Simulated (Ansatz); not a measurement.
**CH3FOS2W: a ladder of functionals and wavefunction methods**

One table from this session's results is given with a row withheld; the runs are named, their logs left out.

Computed with Ansatz 0.2.0, Gaussian basis. Level: functionals in def2-TZVPP, the program's frozen cores in correlated methods.

Plan: LDA (SPW92), PBE-D4, revPBE-D4, BLYP-D4, r2SCAN-D4, B97M-V, PBE0-D4, B3LYP-D4, r2SCANh-D4, r2SCAN0-D4, HSE06-D4, BHLYP-D4, CAM-B3LYP-D4, LC-ωPBE, ωB97X-V, ωB97M-V, B2PLYP, PBE-QIDH; CCSD(T)/def2-SVP; CCSD(T)/def2-TZVPP; MP2/def2-QZVPP; extrapolation to the limit; RPA on PBE.

### Structure used throughout

All runs share one geometry, relaxed beforehand with PBE0-D4 in a triple-zeta def2 set. W takes the def2 core potential; no spin-orbit term is included.

9 atoms, charge 0, spin multiplicity 1.

Atoms are counted from 1 here; the program's logs count them from 0.

Bond lengths: C1–O2 1.406 Å, C1–H7 1.093 Å, C1–H8 1.093 Å, C1–H9 1.091 Å, O2–W3 1.829 Å, W3–F4 1.853 Å, W3–S5 2.123 Å, W3–S6 2.123 Å. Angles: O2–C1–H7 109.6°, O2–C1–H8 109.6°, O2–C1–H9 108.3°, H7–C1–H8 109.8°, H7–C1–H9 109.8°, H8–C1–H9 109.8°, C1–O2–W3 145.0°, O2–W3–F4 111.1°, O2–W3–S5 108.0°, O2–W3–S6 108.0°, F4–W3–S5 110.7°, F4–W3–S6 110.7°, S5–W3–S6 108.1°.

Coordinates:

```xyz
9
CH3FOS2W
C     0.9191   -1.3208   -0.0393
O    -0.2557   -0.5567   -0.1493
W    -0.9717    1.1196   -0.0044
F    -2.7959    1.0972   -0.3319
S     0.0248    2.3826   -1.3900
S    -0.5685    1.8372    1.9526
H     1.3211   -1.2318    0.9728
H     1.6565   -0.9651   -0.7629
H     0.6702   -2.3623   -0.2477
```

Set-up of the first run:

Contents of in.yaml:

```yaml
crystal:
  periodic: [false, false, false]
  atoms:
    - {symbol: C, position_ang: [0.919116, -1.320818, -0.039296]}
    - {symbol: O, position_ang: [-0.255710, -0.556673, -0.149344]}
    - {symbol: W, position_ang: [-0.971691, 1.119641, -0.004360]}
    - {symbol: F, position_ang: [-2.795851, 1.097209, -0.331879]}
    - {symbol: S, position_ang: [0.024825, 2.382551, -1.390045]}
    - {symbol: S, position_ang: [-0.568523, 1.837230, 1.952611]}
    - {symbol: H, position_ang: [1.321142, -1.231753, 0.972827]}
    - {symbol: H, position_ang: [1.656525, -0.965119, -0.762859]}
    - {symbol: H, position_ang: [0.670168, -2.362268, -0.247653]}
basis:
  gaussian: {orbitals: def2-TZVPP}
hamiltonian: {xc: lda}
output: {orbitals: {seedname: orbitals}}
```

Launch:

```sh
ansatz run in.yaml --threads 4 --pin off --events-out ev --progress --plain --max-ram 11315MiB
```

Among the steps run: LDA; PBE-D4 (GGA); revPBE-D4 (GGA); BLYP-D4 (GGA); r2SCAN-D4 (meta-GGA); B97M-V (meta-GGA); PBE0-D4 (hybrid); B3LYP-D4 (hybrid); r2SCANh-D4 (hybrid); r2SCAN0-D4 (hybrid); HSE06-D4 (hybrid); BHLYP-D4 (hybrid); CAM-B3LYP-D4 (range-separated); LC-ωPBE (range-separated); ωB97X-V (range-separated); ωB97M-V (range-separated); B2PLYP (double hybrid); PBE-QIDH (double hybrid).

One of the session's tables, all rows but one given; the rest of the session is left out.

It belongs to the step «Orbital energies across the functionals». 

| functional | HOMO (eV) | LUMO (eV) | gap (eV) |
| --- | --- | --- | --- |
| LDA (SPW92) | -6.30 | -3.50 | 2.80 |
| PBE-D4 | -6.14 | -3.30 | 2.84 |
| revPBE-D4 | -6.08 | -3.23 | 2.85 |
| BLYP-D4 | -5.95 | -3.16 | 2.80 |
| r2SCAN-D4 | -6.42 | -3.29 | 3.13 |
| B97M-V | ? | ? | ? |
| PBE0-D4 | -7.25 | -2.63 | 4.61 |
| B3LYP-D4 | -7.00 | -2.79 | 4.21 |
| r2SCANh-D4 | -6.82 | -3.03 | 3.80 |
| r2SCAN0-D4 | -7.43 | -2.62 | 4.81 |
| HSE06-D4 | -6.86 | -3.01 | 3.85 |
| BHLYP-D4 | -8.18 | -1.77 | 6.41 |
| CAM-B3LYP-D4 | -8.41 | -1.58 | 6.82 |
| LC-ωPBE | -9.67 | -0.57 | 9.10 |
| ωB97X-V | -9.35 | -0.61 | 8.74 |
| ωB97M-V | -9.20 | -0.61 | 8.59 |

**Question.** Estimate the row for B97M-V.

As computed: HOMO (eV): -6.46; LUMO (eV): -3.24; gap (eV): 3.22. In the column «HOMO (eV)» it lies between r2SCANh-D4 (-6.82) and r2SCAN-D4 (-6.42).
